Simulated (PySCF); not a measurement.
# AlF3: structure of the singlet

Where does singlet AlF3 go from a trigonal planar start, is the end point a minimum, and what are its modes, charges and moments?

Program: PySCF 2.14.0. Level of theory: PBE0, basis Al def2-TZVP, F def2-TZVP, no relativity, density fitting. These are calculated values, not measurements.

### Step 1. The starting structure

4 atoms, charge 0, spin multiplicity 1.

Bond lengths: Al1–F2 1.900 Å, Al1–F3 1.900 Å, Al1–F4 1.900 Å. Angles: F2–Al1–F3 120.0°, F2–Al1–F4 120.0°, F3–Al1–F4 120.0°.

```xyz
4
charge 0 multiplicity 1
Al    0.0000    0.0000    0.0000
F     1.9000    0.0000    0.0000
F    -0.9500    1.6454    0.0000
F    -0.9500   -1.6454    0.0000
```

### Step 2. The SCF at the typed geometry

One driver script runs all steps and calls PySCF; scf.py shows how it sets up the SCF of each step. The optimiser is the driver's own. After this first run the driver tries any further starts and a stability analysis.

The input, scf.py:

```python
from pyscf import gto, scf, dft
mol = gto.M(atom='''
Al     0.000000     0.000000     0.000000
F      1.900000     0.000000     0.000000
F     -0.950000     1.645400     0.000000
F     -0.950000    -1.645400     0.000000''',
    basis={'Al': 'def2-TZVP', 'F': 'def2-TZVP'},
    charge=0, spin=0)
mf = dft.RKS(mol, xc='PBE0')
mf.grids.atom_grid = (50, 194)
aux = {'Al': 'def2-universal-JKFIT', 'F': 'def2-universal-JKFIT'}
mf = mf.density_fit(auxbasis=aux)
mf.conv_tol = 1e-08
mf.diis_space = 10
mf.max_cycle = 60
mf.init_guess = 'minao'
mf.verbose = 4
mf.kernel()
```

Run with:

```
OMP_NUM_THREADS=4 python axn.py task.json out
```

Standard output:

```text
init E= -541.499660461995
  HOMO = -0.506224570001347  LUMO = -0.165320477751948  gap/eV = 9.27647
cycle= 1 E= -541.63637489201  delta_E= -0.137  |g|= 1.07  |ddm|= 1.87
  HOMO = -0.266657553751931  LUMO = -0.108751299563775  gap/eV = 4.29685
cycle= 2 E= -540.980353536641  delta_E= 0.656  |g|= 2.31  |ddm|= 1.77
  HOMO = -0.419645059798802  LUMO = -0.135101374702053  gap/eV = 7.74283
cycle= 3 E= -541.844411726094  delta_E= -0.864  |g|= 0.0335  |ddm|= 1.18
  HOMO = -0.417627622841667  LUMO = -0.131318042745313  gap/eV = 7.79088
cycle= 4 E= -541.844483670529  delta_E= -7.19e-05  |g|= 0.0197  |ddm|= 0.0224
  HOMO = -0.419119318548423  LUMO = -0.131323777349934  gap/eV = 7.83132
cycle= 5 E= -541.844535015393  delta_E= -5.13e-05  |g|= 0.00399  |ddm|= 0.00628
  HOMO = -0.4193357494129  LUMO = -0.130970413740684  gap/eV = 7.84682
cycle= 6 E= -541.844537814961  delta_E= -2.8e-06  |g|= 0.000295  |ddm|= 0.00316
  HOMO = -0.419338434931905  LUMO = -0.130991562746651  gap/eV = 7.84632
cycle= 7 E= -541.844537826689  delta_E= -1.17e-08  |g|= 0.000137  |ddm|= 0.000209
  HOMO = -0.419336957869246  LUMO = -0.130990944167984  gap/eV = 7.84629
cycle= 8 E= -541.84453782937  delta_E= -2.68e-09  |g|= 3.75e-05  |ddm|= 6.7e-05
  HOMO = -0.419330980577232  LUMO = -0.130988838477016  gap/eV = 7.84619
Extra cycle  E= -541.844537828917  delta_E= 4.53e-10  |g|= 6.7e-05  |ddm|= 4.48e-05
converged SCF energy = -541.844537828917
```

This step, with its further starts and checks, took 4.6 s on 4 threads of Arm Neoverse V1, shared host.

No lower closed-shell solution turned up in the test of internal stability.

### Step 3. Relaxing the singlet from the trigonal planar start

The program finds D3h symmetry in the start, which this walk keeps. Threshold on the gradient: 0.0003 Eh/bohr, with a further test on the energy change.

Edit scf.py of step 2 so:

```diff
@@ -3,4 +3,4 @@
-Al     0.000000     0.000000     0.000000
-F      1.900000     0.000000     0.000000
-F     -0.950000     1.645400     0.000000
-F     -0.950000    -1.645400     0.000000''',
+Al    -0.000000    -0.000000     0.000000
+F      1.899972     0.000000     0.000000
+F     -0.949986     1.645424     0.000000
+F     -0.949986    -1.645424     0.000000''',
@@ -16 +15,0 @@
-mf.init_guess = 'minao'
```

The optimiser's trace:

```tsv
step	energy (Eh)	change (kJ/mol)	largest symmetric gradient (Eh/bohr)
0	-541.844538	0.00	0.09002
1	-541.919068	-195.68	0.04682
2	-541.924666	-210.38	0.04618
3	-541.931795	-229.09	0.00702
4	-541.932010	-229.66	0.00112
5	-541.932015	-229.67	0.00003
```

The walk took 7.3 s.

It settles in D3h symmetry, 229.7 kJ/mol below the start, after 5 steps: Al–F 1.629 Å (×3); F–Al–F 120.0° (×3).

### Step 4. Vibrations and properties at this point

The point is checked on the finer grid, and tightened if its gradient asks for it. The Hessian and the dipole derivatives come from central differences of analytic gradients, with steps of 0.02 bohr.

Edit scf.py of step 3 so:

```diff
@@ -4,3 +4,3 @@
-F      1.899972     0.000000     0.000000
-F     -0.949986     1.645424     0.000000
-F     -0.949986    -1.645424     0.000000''',
+F      1.629145     0.000000     0.000000
+F     -0.814572     1.410881     0.000000
+F     -0.814572    -1.410881     0.000000''',
@@ -10 +10 @@
-mf.grids.atom_grid = (50, 194)
+mf.grids.atom_grid = (75, 302)
@@ -13 +13 @@
-mf.conv_tol = 1e-08
+mf.conv_tol = 1e-10
```

This SCF starts from the last density.

Log of the central SCF (cycles and frontier levels):

```text
init E= -541.932073050531
  HOMO = -0.430762708041933  LUMO = -0.0548697970472885  gap/eV = 10.22857
cycle= 1 E= -541.932073050531  delta_E=    0  |g|= 9.9e-07  |ddm|= 6.12e-07
  HOMO = -0.430762728666528  LUMO = -0.0548697935338412  gap/eV = 10.22857
Extra cycle  E= -541.932073050532  delta_E= -5.68e-13  |g|= 1.55e-06  |ddm|= 9.38e-07
converged SCF energy = -541.932073050532
```

The whole step took 18 s.

Geometry: D3h; Al–F 1.629 Å (×3); F–Al–F 120.0° (×3).

Harmonic modes (main isotopes):

| symmetry | ω (cm⁻¹) | IR (km/mol) | μ (u) |
| --- | --- | --- | --- |
| e' | 243 | 68.3 | 19.90 |
| a2'' | 291 | 141 | 23.77 |
| a1' | 697 | 0.0 | 19.00 |
| e' | 962 | 380 | 22.50 |

Every mode is real; the point is a minimum.

Properties at this point:

| Property | Result |
| --- | --- |
| Dipole moment | 0.00 D |
| Highest occupied level | -11.72 eV |
| Lowest empty level | -1.49 eV |
| Rotational constants | 0.2229, 0.2229, 0.1114 cm⁻¹ |
| Zero-point energy | 20.3 kJ/mol |
| Principal polarisabilities | 16.3, 19.0, 19.0 bohr³ |
| Atomisation energy without zero-point energy | 1719 kJ/mol |
| Principal traceless quadrupole moments about the centre of mass | -4.68, -4.68, 9.35 D Å |
| Entropy at 298.15 K and 1 bar | 277.8 J/(mol K) |
| Heat capacity Cp at 298.15 K | 62.2 J/(mol K) |
| Enthalpy at 298.15 K above 0 K | 14.18 kJ/mol |
| Rotational symmetry number | 6 |

Populations by atom (charges in e):

```json
{"atom": "Al1", "Mulliken": "0.96", "Löwdin": "-0.01", "polar tensor": "1.90", "Mayer order to Al1": "–"}
{"atom": "F2,3,4", "Mulliken": "-0.32", "Löwdin": "0.00", "polar tensor": "-0.63", "Mayer order to Al1": "1.14"}
```

Outer orbital energies (eV). occupied: -13.31, -13.31, -12.72, -12.41, -12.41, -12.21, -12.21, -11.72; empty: -1.49, -0.08, 2.10, 2.10.

Mulliken populations on Al1: s 4.52, p 6.81, d 0.55, f 0.16.

### Step 5. Summary of results

| quantity | value |
| --- | --- |
| minimum | singlet, D3h |
| geometry | Al–F 1.629 Å (×3); F–Al–F 120.0° (×3) |
| wavenumbers (cm⁻¹) | 243 (e'), 291 (a2''), 697 (a1'), 962 (e') |
| dipole moment | 0.00 D |
| highest occupied, lowest empty level | -11.72, -1.49 eV |
| polar-tensor charge of Al1 | +1.90 e |
| zero-point energy | 20.3 kJ/mol |
| entropy at 298.15 K | 277.8 J/(mol K) |
| atomisation energy (no zero-point energy) | 1719 kJ/mol |

The molecule stays D3h, as typed, and the end point is a minimum. In the infrared the band at 962 cm⁻¹ (e', stretch) leads. Al1 has a polar-tensor charge of +1.9 e (a dipole derivative, not a static charge), yet symmetry cancels the bond dipoles. Only this shape and spin were tried, so other structures or states may lie lower.

The search up to here took 30 s.
